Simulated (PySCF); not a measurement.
# C3H8O2Si: electronic excitations at several levels of theory

How much do the electronic excitations of C3H8O2Si (`C/C=C\O[SiH2]O`) depend on the level of theory, and what does each level cost?

The runs use PySCF 2.14.0, with density-fitted response routines of our own; the level of theory stands in each step. All values are computed, except where a source is named. Atoms count from 0, in the outputs and in this text.

## 1. The starting structure

14 atoms, charge 0, multiplicity 1; geometry from: GFN2-xTB. The atoms were then displaced at random by about 0.01 Å, so the start is not that level's minimum.

Bonds of the start (Å): C0–C1 1.50, C1–C2 1.31, C2–O3 1.38, O3–Si4 1.58, Si4–O5 1.61, C0–H6 1.09, C0–H7 1.10, C0–H8 1.05, C1–H9 1.08, C2–H10 1.09, Si4–H11 1.45, Si4–H12 1.46, O5–H13 0.94.

## 2. Relaxing the molecule at PBE0-D3(BJ)/def2-SVP

The job: settings as JSON, then the geometry in Å.

```
{"job": {"xc": "PBE0", "basis": "def2-SVP", "d3": "d3bj", "grid": 1, "shake": 0.01, "kind": "geom"}, "charge": 0, "multiplicity": 1}
C     -2.280120    -0.499940    -0.105380
C     -1.632450     0.841750     0.065670
C     -0.332690     1.007690     0.122770
O      0.586150    -0.018450     0.044110
Si     2.162620    -0.070000    -0.011240
O      2.377480    -1.662270    -0.017550
H     -2.983800    -0.661790     0.710890
H     -2.856770    -0.480340    -1.042510
H     -1.563160    -1.264110    -0.119480
H     -2.262080     1.714780     0.155290
H      0.122040     1.988100     0.266810
H      2.686980     0.560670    -1.212870
H      2.727880     0.559650     1.179390
H      3.240750    -2.030800    -0.043670
```

On the command line:

```console
$ OMP_NUM_THREADS=1 python probes_run.py task.json out
```

This one command runs all jobs of the session in turn.

What it wrote:

```text
step   0  E = -558.39689811  max force = 0.078156
step   1  E = -558.40805271  max force = 0.016693
step   2  E = -558.40835979  max force = 0.007433
step   3  E = -558.40895874  max force = 0.001608
step   4  E = -558.40903367  max force = 0.002464
step   5  E = -558.40918853  max force = 0.001632
step   6  E = -558.40939776  max force = 0.002876
step   7  E = -558.40971657  max force = 0.003089
step   8  E = -558.41001447  max force = 0.003157
step   9  E = -558.41025650  max force = 0.003013
step  10  E = -558.41045693  max force = 0.004567
step  11  E = -558.41068111  max force = 0.003616
step  12  E = -558.41112781  max force = 0.002289
step  13  E = -558.41180548  max force = 0.006636
step  14  E = -558.41243913  max force = 0.016029
step  15  E = -558.41342813  max force = 0.009233
step  16  E = -558.41457746  max force = 0.006573
step  17  E = -558.41496551  max force = 0.003809
step  18  E = -558.41514865  max force = 0.002259
step  19  E = -558.41520071  max force = 0.000921
step  20  E = -558.41522776  max force = 0.000341
step  21  E = -558.41523786  max force = 0.000452
step  22  E = -558.41524320  max force = 0.000634
step  23  E = -558.41525175  max force = 0.000568
step  24  E = -558.41525949  max force = 0.000275
optimisation converged
```

Run time: 2.7 min. Hardware: 1 thread of Arm Neoverse V1, shared host; peak memory 0.53 GiB.

Relaxation path:

```csv
step,energy from step 0 (eV),largest force component (eV/Å)
0,0.0000,4.0189
1,-0.3035,0.8584
2,-0.3119,0.3822
3,-0.3282,0.0827
4,-0.3302,0.1267
5,-0.3344,0.0839
6,-0.3401,0.1479
7,-0.3488,0.1588
8,-0.3569,0.1623
9,-0.3635,0.1549
10,-0.3690,0.2348
11,-0.3751,0.1859
12,-0.3872,0.1177
13,-0.4057,0.3412
14,-0.4229,0.8242
15,-0.4498,0.4748
16,-0.4811,0.3380
17,-0.4916,0.1959
18,-0.4966,0.1162
19,-0.4980,0.0474
20,-0.4988,0.0175
21,-0.4991,0.0232
22,-0.4992,0.0326
23,-0.4994,0.0292
24,-0.4996,0.0141
```

Distances of close pairs at the start and the end, largest changes first:

```csv
bond,before (Å),after (Å),change (Å)
O3–Si4,1.578,1.670,+0.092
C0–H8,1.048,1.098,+0.051
Si4–O5,1.607,1.655,+0.048
Si4–H11,1.455,1.486,+0.031
Si4–H12,1.461,1.485,+0.025
C1–C2,1.312,1.336,+0.024
O5–H13,0.939,0.962,+0.023
C2–O3,1.380,1.358,-0.021
```

The final coordinates are the input of the step that follows.

```csv
at the end point,value
point group (found at 0.08 Å tolerance),C1
"rotational constants (GHz, main isotopes)","7.721, 1.230, 1.228"
dipole moment (D),0.88
```

## 3. Ultraviolet spectrum: PBE0/def2-TZVP

The job: settings as JSON, then the geometry in Å.

```
{"job": {"kind": "uv", "xc": "PBE0", "basis": "def2-TZVP"}, "charge": 0, "multiplicity": 1}
C     -2.341066    -0.209816    -0.364096
C     -1.498765     0.694688     0.470218
C     -0.166033     0.767440     0.418140
O      0.579381     0.012767    -0.430534
Si     2.242775    -0.138034    -0.405839
O      2.774336    -1.115410     0.819198
H     -2.939798    -0.892481     0.262115
H     -3.056580     0.362788    -0.977762
H     -1.719690    -0.815290    -1.037870
H     -1.993097     1.362206     1.182272
H      0.392473     1.460610     1.060908
H      2.568036    -0.692329    -1.745184
H      2.858725     1.186835    -0.138188
H      2.520447    -2.042590     0.787943
```

Method: TDDFT PBE0/def2-TZVP, vertical, gas phase, core orbitals frozen in the response.

What it wrote:

```text
coarse grid: 12016 points
cycle   1  E = -558.6786218701  dE =  6.292e-01  |g| = 9.284e-01  |ddm| = 2.739e+00
cycle   2  E = -558.4607688891  dE =  2.179e-01  |g| = 1.428e+00  |ddm| = 1.534e+00
cycle   3  E = -558.8327291536  dE = -3.720e-01  |g| = 9.357e-02  |ddm| = 1.077e+00
cycle   4  E = -558.8338661153  dE = -1.137e-03  |g| = 5.423e-02  |ddm| = 8.892e-02
cycle   5  E = -558.8345295430  dE = -6.634e-04  |g| = 1.800e-02  |ddm| = 4.399e-02
cycle   6  E = -558.8346019568  dE = -7.241e-05  |g| = 5.424e-03  |ddm| = 1.418e-02
cycle   7  E = -558.8346082923  dE = -6.335e-06  |g| = 1.094e-03  |ddm| = 4.352e-03
final grid: 110944 points
cycle   8  E = -558.8268071403  dE = -4.034e-05  |g| = 8.692e-03  |ddm| = 3.563e-02
cycle   9  E = -558.8267929868  dE =  1.415e-05  |g| = 1.216e-02  |ddm| = 1.126e-02
cycle  10  E = -558.8268213249  dE = -2.834e-05  |g| = 1.479e-03  |ddm| = 7.289e-03
cycle  11  E = -558.8268217806  dE = -4.556e-07  |g| = 3.323e-04  |ddm| = 1.186e-03
cycle  12  E = -558.8268217992  dE = -1.865e-08  |g| = 1.641e-04  |ddm| = 2.831e-04
cycle  13  E = -558.8268218048  dE = -5.571e-09  |g| = 2.558e-05  |ddm| = 1.072e-04
cycle  14  E = -558.8268218049  dE = -1.219e-10  |g| = 6.301e-06  |ddm| = 1.947e-05
converged SCF energy = -558.8268218049

Static polarisability (au): isotropic 69.636, principal 54.922 62.702 91.284

Singlet excitations
state   eV       nm        f      main configurations
  1   5.9686    207.7   0.05672   H->L 0.90, H->L+2 0.09
  2   6.2964    196.9   0.01949   H->L+2 0.67, H->L+1 0.24
  3   6.9827    177.6   0.44214   H->L+1 0.70, H->L+2 0.18
  4   7.1834    172.6   0.02654   H->L+4 0.48, H->L+3 0.37, H->L+5 0.08
  5   7.2894    170.1   0.01499   H->L+3 0.56, H->L+4 0.40
  6   7.7626    159.7   0.00669   H->L+5 0.85
  7   8.0043    154.9   0.00185   H-1->L 0.85
  8   8.0368    154.3   0.00175   H->L+6 0.92
  9   8.1980    151.2   0.00792   H-2->L 0.67, H-1->L+1 0.18
 10   8.3210    149.0   0.02240   H->L+7 0.93

Triplet excitations (Tamm-Dancoff, eV): 4.2075 5.8487 6.1342 7.0061
```

It took 43 s on 1 thread of Arm Neoverse V1, shared host; peak memory 0.89 GiB.

Frontier orbitals and where they lie:

```csv
orbital,eV,atoms
HOMO−3,-10.04,"C0 23 %, C1 18 %, O5 15 %"
HOMO−2,-9.40,"O5 46 %, O3 15 %, Si4 14 %"
HOMO−1,-9.03,"O3 29 %, Si4 22 %, H12 14 %"
HOMO,-6.51,"C1 37 %, C2 31 %, O3 16 %"
LUMO,0.40,"Si4 48 %, H13 28 %, O5 7 %"
LUMO+1,0.90,"C2 28 %, Si4 23 %, C1 23 %"
LUMO+2,0.93,"Si4 52 %, C2 13 %, C1 10 %"
```

With each of the 10 states as a Gaussian band of 0.4 eV half-width at 1/e, the curve within the window shown has maxima at 204 nm (ε 2,800), 177 nm (ε 19,000), 151 nm (ε 1,400) L/(mol cm). Beyond the last state computed it falls off for lack of states. The curve at chosen wavelengths:

```
 nm  ε (L/mol/cm)
144           640
147          1105
151          1363
154          1214
158          1066
161          1556
165          4107
168          7943
172         14441
175         18138
179         18710
182         15938
186         10504
189          6929
193          4005
196          3070
200          2780
203          2815
207          2774
210          2569
214          2088
217          1652
221          1094
224           749
228           415
231           251
```

Ground-state properties from the same run:

```csv
property,computed
dipole moment (D),0.86
polarisability (Å³),10.32
HOMO–LUMO gap (eV),6.91
−ε(HOMO) (eV),6.51
```

## 4. TDDFT and polarisability: PBE0/aug-cc-pVDZ

Same as in step 3 but for these lines:

```diff
@@ -1,2 +1,2 @@
-{"job": {"kind": "uv", "xc": "PBE0", "basis": "def2-TZVP"}, "charge": 0, "multiplicity": 1}
+{"job": {"kind": "uv", "xc": "PBE0", "basis": "aug-cc-pVDZ"}, "charge": 0, "multiplicity": 1}
 C     -2.341066    -0.209816    -0.364096
```

With the program's defaults for keys left out, this is: TDDFT PBE0/aug-cc-pVDZ, vertical, gas phase, core orbitals frozen in the response.

What it wrote:

```text
coarse grid: 12016 points
cycle   1  E = -558.5722556237  dE =  6.812e-01  |g| = 8.667e-01  |ddm| = 1.068e+01
cycle   2  E = -558.3640590008  dE =  2.082e-01  |g| = 1.346e+00  |ddm| = 3.406e+00
cycle   3  E = -558.7174640403  dE = -3.534e-01  |g| = 8.659e-02  |ddm| = 1.976e+00
cycle   4  E = -558.7185348579  dE = -1.071e-03  |g| = 5.134e-02  |ddm| = 2.692e-01
cycle   5  E = -558.7191778366  dE = -6.430e-04  |g| = 1.515e-02  |ddm| = 1.182e-01
cycle   6  E = -558.7192303751  dE = -5.254e-05  |g| = 4.956e-03  |ddm| = 4.029e-02
cycle   7  E = -558.7192358777  dE = -5.503e-06  |g| = 1.128e-03  |ddm| = 1.038e-02
final grid: 110944 points
cycle   8  E = -558.7272847055  dE = -1.661e-05  |g| = 7.964e-03  |ddm| = 1.653e-01
cycle   9  E = -558.7272727638  dE =  1.194e-05  |g| = 1.106e-02  |ddm| = 4.260e-02
cycle  10  E = -558.7272986623  dE = -2.590e-05  |g| = 1.352e-03  |ddm| = 2.051e-02
cycle  11  E = -558.7272990922  dE = -4.298e-07  |g| = 2.063e-04  |ddm| = 3.074e-03
cycle  12  E = -558.7272990989  dE = -6.775e-09  |g| = 1.165e-04  |ddm| = 5.584e-04
cycle  13  E = -558.7272991018  dE = -2.910e-09  |g| = 2.494e-05  |ddm| = 2.207e-04
cycle  14  E = -558.7272991020  dE = -1.326e-10  |g| = 5.460e-06  |ddm| = 6.485e-05
converged SCF energy = -558.7272991020

Static polarisability (au): isotropic 74.760, principal 60.415 67.751 96.113

Singlet excitations
state   eV       nm        f      main configurations
  1   5.3103    233.5   0.01593   H->L 0.89, H->L+1 0.09
  2   5.6098    221.0   0.01967   H->L+1 0.87, H->L 0.09
  3   5.9911    206.9   0.01279   H->L+3 0.79, H->L+2 0.16
  4   6.1494    201.6   0.00975   H->L+2 0.66, H->L+4 0.16, H->L+3 0.13
  5   6.2296    199.0   0.00010   H->L+4 0.66, H->L+2 0.15, H->L+5 0.10
  6   6.6137    187.5   0.15876   H->L+5 0.47, H->L+7 0.37
  7   6.6464    186.5   0.01381   H->L+6 0.92
  8   6.8051    182.2   0.11839   H->L+7 0.52, H->L+8 0.22, H->L+5 0.14
  9   6.8393    181.3   0.12991   H->L+8 0.69, H->L+5 0.15
 10   7.2025    172.1   0.01484   H->L+9 0.82

Triplet excitations (Tamm-Dancoff, eV): 4.1985 5.2327 5.5142 5.9283
```

It took 38 s on 1 thread of Arm Neoverse V1, shared host; peak memory 0.87 GiB.

This run: HOMO -6.50 eV, LUMO -0.31 eV; lowest singlet 5.31 eV.

## 5. TDDFT and polarisability: PBE0/6-31+G*

Same as in step 4 but for these lines:

```diff
@@ -1,2 +1,2 @@
-{"job": {"kind": "uv", "xc": "PBE0", "basis": "aug-cc-pVDZ"}, "charge": 0, "multiplicity": 1}
+{"job": {"kind": "uv", "xc": "PBE0", "basis": "6-31+G*"}, "charge": 0, "multiplicity": 1}
 C     -2.341066    -0.209816    -0.364096
```

Method: TDDFT PBE0/6-31+G*, vertical, gas phase, core orbitals frozen in the response.

What it wrote:

```text
coarse grid: 12016 points
cycle   1  E = -558.5981940633  dE =  6.565e-01  |g| = 8.489e-01  |ddm| = 4.173e+00
cycle   2  E = -558.4084982066  dE =  1.897e-01  |g| = 1.299e+00  |ddm| = 4.249e+00
cycle   3  E = -558.7403464473  dE = -3.318e-01  |g| = 8.488e-02  |ddm| = 3.306e+00
cycle   4  E = -558.7414042159  dE = -1.058e-03  |g| = 4.856e-02  |ddm| = 1.866e-01
cycle   5  E = -558.7419781444  dE = -5.739e-04  |g| = 1.455e-02  |ddm| = 7.663e-02
cycle   6  E = -558.7420266615  dE = -4.852e-05  |g| = 4.891e-03  |ddm| = 2.155e-02
cycle   7  E = -558.7420321239  dE = -5.462e-06  |g| = 1.062e-03  |ddm| = 9.211e-03
final grid: 110944 points
cycle   8  E = -558.6803220205  dE = -1.354e-05  |g| = 7.814e-03  |ddm| = 3.844e-02
cycle   9  E = -558.6803100738  dE =  1.195e-05  |g| = 1.094e-02  |ddm| = 2.507e-02
cycle  10  E = -558.6803356599  dE = -2.559e-05  |g| = 1.365e-03  |ddm| = 1.570e-02
cycle  11  E = -558.6803361036  dE = -4.437e-07  |g| = 1.866e-04  |ddm| = 1.917e-03
cycle  12  E = -558.6803361086  dE = -5.002e-09  |g| = 1.130e-04  |ddm| = 3.332e-04
cycle  13  E = -558.6803361114  dE = -2.784e-09  |g| = 1.954e-05  |ddm| = 1.951e-04
cycle  14  E = -558.6803361115  dE = -7.276e-11  |g| = 5.612e-06  |ddm| = 4.144e-05
converged SCF energy = -558.6803361115

Static polarisability (au): isotropic 67.954, principal 54.113 60.829 88.922

Singlet excitations
state   eV       nm        f      main configurations
  1   5.4431    227.8   0.02666   H->L 0.94
  2   5.8295    212.7   0.01802   H->L+1 0.90
  3   6.2749    197.6   0.01577   H->L+4 0.60, H->L+3 0.30
  4   6.4311    192.8   0.01391   H->L+2 0.87
  5   6.5614    189.0   0.00159   H->L+5 0.80, H->L+3 0.12
  6   6.9674    177.9   0.48659   H->L+3 0.50, H->L+4 0.25, H->L+5 0.11
  7   7.1344    173.8   0.01548   H->L+6 0.88
  8   7.2573    170.8   0.01239   H->L+7 0.88
  9   7.4264    167.0   0.01228   H->L+8 0.87
 10   7.5554    164.1   0.01160   H->L+9 0.92

Triplet excitations (Tamm-Dancoff, eV): 4.2162 5.3530 5.7045 6.1895
```

Wall time 17 s (1 thread of Arm Neoverse V1, shared host); peak memory 0.68 GiB.

In short: HOMO -6.49 eV, LUMO -0.13 eV; lowest singlet 5.44 eV.

## 6. Comparing the runs: electronic excitations

Excitations and ground-state properties, with basis size and wall time:

```csv
run,lowest singlet (eV),brightest (eV),f,gap (eV),α (Å³),μ (D),functions,time
PBE0/def2-TZVP,5.97,6.98,0.442,6.91,10.32,0.86,240,43 s
PBE0/aug-cc-pVDZ,5.31,6.61,0.159,6.19,11.08,0.79,214,38 s
PBE0/6-31+G*,5.44,6.97,0.487,6.35,10.07,0.84,128,17 s
```

## 7. What came out

```
                                quantity                        value
                             point group                           C1
    rotational constants (main isotopes)         7.72, 1.23, 1.23 GHz
         lowest singlet (PBE0/def2-TZVP)  5.97 eV (208 nm), f = 0.057
brightest single state of those computed  state 3, 6.98 eV, f = 0.442
                          lowest triplet                      4.21 eV
             range of the lowest singlet              5.31 to 5.97 eV
```

What this shows: Single values in the summary come from the first run of each kind that ended normally (PBE0/def2-TZVP), which need not be the best level. Over 24 steps the energy fell by 0.500 eV; of the close pairs, O3–Si4 changed most, 1.578 to 1.670 Å. No frequency check was run at this level, so the end point may be a saddle. The first singlet state (HOMO→LUMO 0.90, HOMO→LUMO+2 0.09) lies at 5.97 eV and is bright; of the 10 states computed, the strongest absorption comes from state 3 at 6.98 eV. The lowest triplet lies 1.76 eV below the lowest singlet (triplets in Tamm-Dancoff, singlets in full TDDFT). States above −ε(HOMO) lie where TDDFT describes them poorly and they hang on the basis; the brightest is among them. The basis of PBE0/def2-TZVP has no diffuse functions, so Rydberg states are missing and the high states are unreliable. The lowest singlet runs from 5.31 eV (PBE0/aug-cc-pVDZ) to 5.97 eV (PBE0/def2-TZVP), while the orbital gap spans 6.19 to 6.91 eV. The lowest state need not be the same one in every run.
